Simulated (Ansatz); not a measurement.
**C3H9Cl3GeO3Si: basis-set convergence**

One table from this session's results is given with a row withheld; the runs are named, their logs left out.

The runs use Ansatz 0.2.0, Gaussian basis; one geometry, several basis sets.

Levels to be run: PBE0-D4/def2-SVP; ωB97M-V/def2-SVP; PBE0-D4/def2-QZVPP; ωB97M-V/def2-QZVPP; the functionals' def2-TZVPP values are taken from earlier runs.

## Structure used throughout

An earlier PBE0-D4 in a triple-zeta def2 set relaxation fixed the geometry.

20 atoms, charge 0, spin multiplicity 1.

Atoms are counted from 1 here; the program's logs count them from 0.

Bond lengths: C1–O2 1.415 Å, C1–H12 1.092 Å, C1–H13 1.094 Å, C1–H14 1.096 Å, O2–Ge3 1.758 Å, Ge3–O4 1.770 Å, Ge3–O6 1.757 Å, Ge3–Si8 2.390 Å, O4–C5 1.412 Å, C5–H15 1.096 Å, C5–H16 1.097 Å, C5–H17 1.092 Å, O6–C7 1.417 Å, C7–H18 1.095 Å, C7–H19 1.094 Å, C7–H20 1.091 Å, Si8–Cl9 2.037 Å, Si8–Cl10 2.042 Å and more. Angles: O2–C1–H12 107.4°, O2–C1–H13 111.8°, O2–C1–H14 111.6°, H12–C1–H13 108.8°, H12–C1–H14 108.3°, H13–C1–H14 108.7°, C1–O2–Ge3 120.6°, O2–Ge3–O4 104.6°, O2–Ge3–O6 107.4°, O2–Ge3–Si8 114.3°, O4–Ge3–O6 111.8°, O4–Ge3–Si8 112.4°, O6–Ge3–Si8 106.2°, Ge3–O4–C5 120.1°, O4–C5–H15 112.1°, O4–C5–H16 111.9°, O4–C5–H17 107.7°, H15–C5–H16 108.5° and more.

The first run:

in.yaml reads:

```yaml
crystal:
  periodic: [false, false, false]
  atoms:
    - {symbol: C, position_ang: [-1.995843, -1.129594, 1.494603]}
    - {symbol: O, position_ang: [-1.785949, -0.409748, 0.294706]}
    - {symbol: Ge, position_ang: [-0.156974, -0.089621, -0.283067]}
    - {symbol: O, position_ang: [0.723042, 0.464630, 1.148675]}
    - {symbol: C, position_ang: [2.113071, 0.704404, 1.077038]}
    - {symbol: O, position_ang: [-0.269979, 1.165467, -1.507464]}
    - {symbol: C, position_ang: [-0.967141, 2.365230, -1.221445]}
    - {symbol: Si, position_ang: [0.898967, -1.957250, -1.336087]}
    - {symbol: Cl, position_ang: [2.614466, -1.399255, -2.281512]}
    - {symbol: Cl, position_ang: [1.365076, -3.324682, 0.107597]}
    - {symbol: Cl, position_ang: [-0.355817, -2.823005, -2.681392]}
    - {symbol: H, position_ang: [-3.059257, -1.065716, 1.732721]}
    - {symbol: H, position_ang: [-1.421979, -0.710757, 2.326298]}
    - {symbol: H, position_ang: [-1.732018, -2.187651, 1.382725]}
    - {symbol: H, position_ang: [2.369716, 1.410918, 0.279680]}
    - {symbol: H, position_ang: [2.680402, -0.220536, 0.917650]}
    - {symbol: H, position_ang: [2.425865, 1.133451, 2.030967]}
    - {symbol: H, position_ang: [-0.535792, 2.889169, -0.361658]}
    - {symbol: H, position_ang: [-2.025730, 2.175356, -1.021258]}
    - {symbol: H, position_ang: [-0.884117, 3.009179, -2.098788]}
basis:
  gaussian: {orbitals: def2-SVP}
hamiltonian: {xc: pbe0, dispersion: d4}
output: {orbitals: {seedname: orbitals}}
```

Steps of the session up to this table: PBE0-D4 in def2-SVP; ωB97M-V in def2-SVP; PBE0-D4 in def2-QZVPP; ωB97M-V in def2-QZVPP.

One of the session's tables, all rows but one given; the rest of the session is left out.

It belongs to the step «Functionals by basis». 

```
functional       basis  HOMO (eV)
   PBE0-D4    def2-SVP      -7.81
   PBE0-D4  def2-TZVPP      -7.91
   PBE0-D4  def2-QZVPP      -7.95
   ωB97M-V    def2-SVP      -9.94
   ωB97M-V  def2-TZVPP          ?
   ωB97M-V  def2-QZVPP     -10.11
```

Q: Estimate the row for ωB97M-V, def2-TZVPP from the others.

The run gave: HOMO (eV): -10.06. In the column «HOMO (eV)» it lies between ωB97M-V, def2-QZVPP (-10.11) and ωB97M-V, def2-SVP (-9.94).
